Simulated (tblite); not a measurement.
# C6H11B2N: the cost of one run

Computed with tblite 0.8.0 and PySCF 2.14.0, with density-fitted response routines of our own, on a single molecule in the gas phase. Atoms are numbered from 0 throughout.

### Step 1. The starting structure

20 atoms, charge 0, multiplicity 1; geometry from: force field or distance geometry start.

Bonds of the start (Å): B0–N1 1.50, N1–B2 1.53, B2–C3 1.57, B2–C4 1.53, C4–C5 1.21, N1–C6 1.43, C6–C7 1.50, C7–C8 1.52, C8–C6 1.54, B0–H9 1.16, B0–H10 1.20, C3–H11 1.12, C3–H12 1.10, C3–H13 1.11, C5–H14 1.07, C6–H15 1.11, C7–H16 1.12, C7–H17 1.14, C8–H18 1.10, C8–H19 1.12.

### Step 2. Optimising the geometry with GFN2-xTB

What the job is given:

```
{"job": {"kind": "relax", "xc": "GFN2-xTB", "basis": "xTB"}, "charge": 0, "multiplicity": 1}
B     -0.428700     1.828200     0.339900
N     -0.190400     0.357400     0.173600
B      1.233300     0.029100    -0.265200
C      1.824600    -1.351000     0.188200
C      2.179500     1.224400    -0.404100
C      2.915400     2.175100    -0.519700
C     -1.205400    -0.345300    -0.545800
C     -2.603200    -0.326700     0.005700
C     -1.757400    -1.573200     0.196000
H     -0.014200     2.678800    -0.333600
H     -0.797900     2.163700     1.435200
H      2.042000    -1.274200     1.284500
H      2.726800    -1.663800    -0.352400
H      1.042600    -2.135300     0.091400
H      3.555400     3.032400    -0.607400
H     -1.079000    -0.549200    -1.625700
H     -2.801300     0.274500     0.929000
H     -3.433200    -0.381400    -0.770300
H     -1.905200    -2.454800    -0.437500
H     -1.308800    -1.698000     1.215400
```

Command:

```bash
OMP_NUM_THREADS=1 python probes_run.py task.json out
```

The driver reads the jobs from task.json and runs them one after another.

**Question.** How long does this first job take on 1 thread of Intel Xeon at 2.50GHz, shared host?

About 3.6 s.
